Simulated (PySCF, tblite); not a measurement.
**C2H8SSeSi2: geometry, infrared bands and NMR shifts**

Aim: predict the infrared bands and NMR shifts of C2H8SSeSi2 (`C=C[Se][SiH2]S[SiH3]`).

Computed with tblite 0.8.0 and PySCF 2.14.0, with density-fitted response routines of our own, on a single molecule in the gas phase. Atoms are numbered from 0 throughout.

## 1. The starting structure

14 atoms, charge 0, multiplicity 1; geometry from: force field or distance geometry start.

Bonds of the start (Å): C0–C1 1.34, C1–Se2 1.90, Se2–Si3 2.29, Si3–S4 2.11, S4–Si5 2.14, C0–H6 1.07, C0–H7 1.11, C1–H8 1.09, Si3–H9 1.46, Si3–H10 1.50, Si5–H11 1.49, Si5–H12 1.47, Si5–H13 1.46.

## 2. Relaxing the molecule with GFN2-xTB

The job: settings as JSON, then the geometry in Å.

```
{"job": {"kind": "relax", "xc": "GFN2-xTB", "basis": "xTB"}, "charge": 0, "multiplicity": 1}
C      3.907200     0.914300     0.238100
C      2.858900     0.091100     0.091700
Se     1.185200     0.776800    -0.495400
Si    -0.398600    -0.732400     0.193800
S     -2.016600    -0.746300    -1.159800
Si    -3.843500     0.006900    -0.325800
H      4.879700     0.600100     0.568700
H      3.752800     1.986200     0.005400
H      2.926100    -0.974500     0.312600
H     -0.764900    -0.346600     1.554700
H      0.305500    -2.050000     0.265300
H     -4.202800    -0.933600     0.766400
H     -3.714700     1.386000     0.162900
H     -4.875000     0.021600    -1.360600
```

Started as:

```
$ OMP_NUM_THREADS=1 python probes_run.py task.json out
```

The driver reads the jobs from task.json and runs them one after another.

**Question.** This job is followed by: GFN2-xTB harmonic vibrations, gas phase; GIAO PBE0/pcSseg-1 NMR shielding, non-relativistic, gas phase. What will the session give for the following? strongest single infrared mode (GFN2-xTB); zero-point energy (GFN2-xTB); 13C shifts against TMS (PBE0/pcSseg-1); 1H shifts against TMS (PBE0/pcSseg-1, means over atoms taken as alike); 77Se shifts against Me2Se (PBE0/pcSseg-1); 29Si shifts against TMS (PBE0/pcSseg-1); 33S shifts against CS2 (PBE0/pcSseg-1); surface potential, 1st and 99th percentile.

The runs gave:

| quantity | value |
| --- | --- |
| strongest single infrared mode (GFN2-xTB) | 672 cm⁻¹, 543 km/mol |
| zero-point energy (GFN2-xTB) | 52.9 kcal/mol |
| 13C shifts against TMS (PBE0/pcSseg-1) | 136.3, 128.0 ppm |
| 1H shifts against TMS (PBE0/pcSseg-1, means over atoms taken as alike) | 6.21, 6.03, 5.88, 5.73, 4.67 ppm |
| 77Se shifts against Me2Se (PBE0/pcSseg-1) | -83 ppm |
| 29Si shifts against TMS (PBE0/pcSseg-1) | -13.9, -59.2 ppm |
| 33S shifts against CS2 (PBE0/pcSseg-1) | -322 ppm |
| surface potential, 1st and 99th percentile | -0.83 V and 1.37 V |

**Reading.** The optimisation took 155 steps and gained 0.321 eV; among the close pairs (by a distance rule), Si3–H10 changed most, from 1.496 to 1.456 Å. No mode is imaginary among the 36: a minimum at this level. The strongest single mode, at 672 cm⁻¹, moves mainly H9 and H10. GFN2-xTB is a fitted tight-binding method: band positions and strengths are rough. Its intensities can rank the bands wrongly. C1 (alkene CH) lies farthest downfield among carbon, at 136.3 ppm; as expected for a trigonal carbon in a double bond. H8 (hydrogen on an alkene CH) lies farthest downfield among hydrogen, at 6.21 ppm; a vinylic proton, deshielded by the sp2 carbon and the C=C anisotropy. At PBE0/pcSseg-1: The largest span, 1156 ppm, is at Se2, where the paramagnetic term is -1163 ppm. By nearest atom (PBE0/pcSseg-1), the HOMO sits on Se2 63 %; C0 16 % and the LUMO on Se2 15 %; Si3 12 %. Spin-orbit coupling is left out, which matters for shieldings and couplings at and beside the heavy atoms.
